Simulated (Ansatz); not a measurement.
I need a single point from an input written key by key of C4H5ClGe, SMILES ClC1=[CH][GeH2][CH]=C1. Use the Ansatz DFT code, driven from Python. Level of theory: B3LYP, def2-SVP basis, multiplicity 1.

```yaml
atoms:
  - { symbol: Cl, position_ang: [3.0389, -0.1055, 0.3138] }
  - { symbol: C, position_ang: [1.2966, -0.0480, 0.1340] }
  - { symbol: C, position_ang: [0.5504, -1.1466, 0.1058] }
  - { symbol: Ge, position_ang: [-1.2931, -0.7253, -0.1001] }
  - { symbol: C, position_ang: [-0.7539, 1.0995, -0.1245] }
  - { symbol: C, position_ang: [0.5623, 1.2207, 0.0042] }
  - { symbol: H, position_ang: [0.9485, -2.1491, 0.1899] }
  - { symbol: H, position_ang: [-2.1231, -1.0784, 1.1601] }
  - { symbol: H, position_ang: [-1.8558, -1.1925, -1.4663] }
  - { symbol: H, position_ang: [-1.4255, 1.9410, -0.2294] }
  - { symbol: H, position_ang: [1.0549, 2.1841, 0.0125] }
```

The script, `run_deck.py`:
```python
"""Run C4H5ClGe from an input written out key by key."""

import ansatz as az
import numpy as np
import pandas as pd


def main() -> None:
    deck = {
        "crystal": {
            "periodic": [False, False, False],
            "atoms": [
                {"symbol": "Cl", "position_ang": [3.0389, -0.1055, 0.3138]},
                {"symbol": "C", "position_ang": [1.2966, -0.048, 0.134]},
                {"symbol": "C", "position_ang": [0.5504, -1.1466, 0.1058]},
                {"symbol": "Ge", "position_ang": [-1.2931, -0.7253, -0.1001]},
                {"symbol": "C", "position_ang": [-0.7539, 1.0995, -0.1245]},
                {"symbol": "C", "position_ang": [0.5623, 1.2207, 0.0042]},
                {"symbol": "H", "position_ang": [0.9485, -2.1491, 0.1899]},
                {"symbol": "H", "position_ang": [-2.1231, -1.0784, 1.1601]},
                {"symbol": "H", "position_ang": [-1.8558, -1.1925, -1.4663]},
                {"symbol": "H", "position_ang": [-1.4255, 1.941, -0.2294]},
                {"symbol": "H", "position_ang": [1.0549, 2.1841, 0.0125]},
            ],
        },
        "basis": {"gaussian": {"orbitals": "def2-SVP"}},
        "hamiltonian": {"xc": "b3lyp"},
        "output": {"forces": True},
    }
    session = az.Session.from_dict(deck)
    rep = session.plan(threads=1).execute().report

    print(f"E = {rep['free_energy_ev']:.6f} eV = {rep['free_energy_ev'] / 27.211386246:.7f} Ha")
    print("converged:", rep["converged"], " doubts:", rep["published_state_doubts"] or "none")
    symbols = ["Cl", "C", "C", "Ge", "C", "C", "H", "H", "H", "H", "H"]
    field = rep["mean_field"]
    print("<S^2> =", round(abs(field["state"]["spin_squared"]), 4), " all-electron relativity setting:", field["relativity"])
    print("passes:", field["passes"])
    if "symmetry" in field:
        print("occupied orbitals by irrep:", field["symmetry"]["occupied"])

    print("forces (eV/A)")
    for symbol, f in zip(symbols, rep["forces_ev_ang"]):
        print(f"  {symbol:2s} {f[0]:9.4f} {f[1]:9.4f} {f[2]:9.4f}")
    charges = rep["charge_distribution"]
    table = pd.DataFrame({"atom": symbols, "mulliken": charges["mulliken_charges_e"], "lowdin": charges["lowdin_charges_e"]})
    print(table.round(3).to_string())
    print("dipole (e A):", np.round(charges["dipole_moment_e_ang"], 4) + 0.0)


if __name__ == "__main__":
    main()
```

`python run_deck.py` gives:
```text
E = -73256.248468 eV = -2692.1174763 Ha
converged: True  doubts: none
<S^2> = 0.0  all-electron relativity setting: none
passes: {'evaluations': 16, 'products': 13}
occupied orbitals by irrep: [{'A': 39}, {'A': 39}]
forces (eV/A)
  Cl   -0.1356    0.3346   -0.0283
  C     0.4583    0.0405    0.0451
  C     0.3949   -1.9120    0.1233
  Ge   -0.5408   -0.3403   -0.0391
  C    -1.3166    1.0873   -0.1812
  C     0.6117    0.3995    0.0447
  H     0.3799   -0.2271    0.0484
  H    -0.0881   -0.0918   -0.3026
  H    -0.1485   -0.0667    0.2842
  H    -0.0357    0.5031   -0.0255
  H     0.4206    0.2729    0.0309
   atom  mulliken  lowdin
0    Cl    -0.102   0.232
1     C     0.043  -0.232
2     C    -0.102  -0.082
3    Ge     0.343   0.192
4     C    -0.101  -0.044
5     C     0.053  -0.014
6     H    -0.001   0.006
7     H    -0.064  -0.039
8     H    -0.064  -0.039
9     H     0.007   0.008
10    H    -0.013   0.011
dipole (e A): [-0.3188  0.0255 -0.0336]
```

Caveats:
- Total energies depend on the basis set; only differences at equal settings carry meaning.
- The geometry is a force-field or estimated start, not a minimum of this method, and the basis set is short of its limit.
- The Löwdin charges here are taken after orthogonalising the functions within each atom; they differ from plain Löwdin charges, and their signs can be unphysical.
- b3lyp holds the VWN-RPA fit, as in Gaussian; the form of ORCA and Turbomole is b3lyp5.
- Timing: 7.4 s on 1 thread of Arm Neoverse V2, with other jobs on the host, peak memory 0.42 GiB.
